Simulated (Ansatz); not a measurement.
# CH4AlNO: vertical ionisation energy

An exercise on one series of results from a longer session: the logs are not shown, and one member is left open.

Computed with Ansatz 0.2.0, Gaussian basis. Level: unrestricted cation, the program's frozen cores in correlated methods.

Plan: UKS PBE-D4/def2-TZVPP; UKS r2SCAN-D4/def2-TZVPP; UKS PBE0-D4/def2-TZVPP; UKS B3LYP-D4/def2-TZVPP; UKS wB97X-V/def2-TZVPP; UKS wB97M-V/def2-TZVPP; UKS B2PLYP/def2-TZVPP; UHF-MP2/def2-TZVPP; UHF-MP2/def2-QZVPP; then −ε(HOMO) from the neutral's earlier runs with LDA (SPW92), PBE-D4, revPBE-D4, BLYP-D4, r2SCAN-D4, B97M-V, PBE0-D4, B3LYP-D4, r2SCANh-D4, r2SCAN0-D4, HSE06-D4, BHLYP-D4, CAM-B3LYP-D4, LC-ωPBE, ωB97X-V, ωB97M-V.

1 further run of the same task is left out (it didn't finish).

### The relaxed structure

An earlier PBE0-D4 in a triple-zeta def2 set relaxation fixed the geometry.

SMILES `N[C](=O)[AlH2]`, 8 atoms, charge 0, spin multiplicity 1.

Atoms are counted from 1 here; the program's logs count them from 0.

Bond lengths: N1–C2 1.358 Å, N1–H5 1.004 Å, N1–H6 1.010 Å, C2–O3 1.222 Å, C2–Al4 2.013 Å, Al4–H7 1.578 Å, Al4–H8 1.593 Å. Angles: C2–N1–H5 121.5°, C2–N1–H6 119.5°, H5–N1–H6 119.0°, N1–C2–O3 121.6°, N1–C2–Al4 120.9°, O3–C2–Al4 117.5°, C2–Al4–H7 117.8°, C2–Al4–H8 120.0°, H7–Al4–H8 122.2°.

The first run:

The input, in.yaml:

```yaml
crystal:
  periodic: [false, false, false]
  atoms:
    - {symbol: N, position_ang: [0.484960, 0.783575, 1.120309]}
    - {symbol: C, position_ang: [-0.361152, 0.556386, 0.082328]}
    - {symbol: O, position_ang: [-1.264822, 1.333376, -0.188051]}
    - {symbol: Al, position_ang: [-0.166601, -1.082571, -1.070167]}
    - {symbol: H, position_ang: [1.228069, 0.145707, 1.341267]}
    - {symbol: H, position_ang: [0.368534, 1.613262, 1.684629]}
    - {symbol: H, position_ang: [-1.194898, -1.277775, -2.250547]}
    - {symbol: H, position_ang: [0.998009, -2.128960, -0.775667]}
basis:
  gaussian: {orbitals: def2-TZVPP}
total_charge: 1
magnetization: {spin_polarized: true, initial_magnetization: 1}
hamiltonian: {xc: pbe, dispersion: d4}
```

Among the steps run: Cation, UKS PBE-D4/def2-TZVPP; Cation, UKS r2SCAN-D4/def2-TZVPP; Cation, UKS PBE0-D4/def2-TZVPP; Cation, UKS B3LYP-D4/def2-TZVPP; Cation, UKS wB97X-V/def2-TZVPP; Cation, UKS wB97M-V/def2-TZVPP; Cation, UKS B2PLYP (frozen core)/def2-TZVPP; Cation, UHF-MP2/def2-TZVPP; Cation, UHF-MP2/def2-QZVPP.

One of the session's tables, all rows but one given; the rest of the session is left out.

It belongs to the step «Ionisation energies side by side». For comparison, −ε(HOMO) of the neutral from earlier runs:

```
  functional  −ε(HOMO) (eV)
 LDA (SPW92)           5.37
      PBE-D4           5.21
   revPBE-D4           5.14
     BLYP-D4           5.12
   r2SCAN-D4           5.44
      B97M-V           5.61
     PBE0-D4           6.62
    B3LYP-D4           6.41
  r2SCANh-D4           5.98
  r2SCAN0-D4           6.81
    HSE06-D4           6.22
    BHLYP-D4           8.03
CAM-B3LYP-D4           8.03
     LC-ωPBE           9.30
     ωB97X-V              ?
     ωB97M-V           8.93
```

**Question.** Estimate the row for ωB97X-V.

**Answer.** −ε(HOMO) (eV): 9.00. In the column «−ε(HOMO) (eV)» it lies between ωB97M-V (8.93) and LC-ωPBE (9.30).
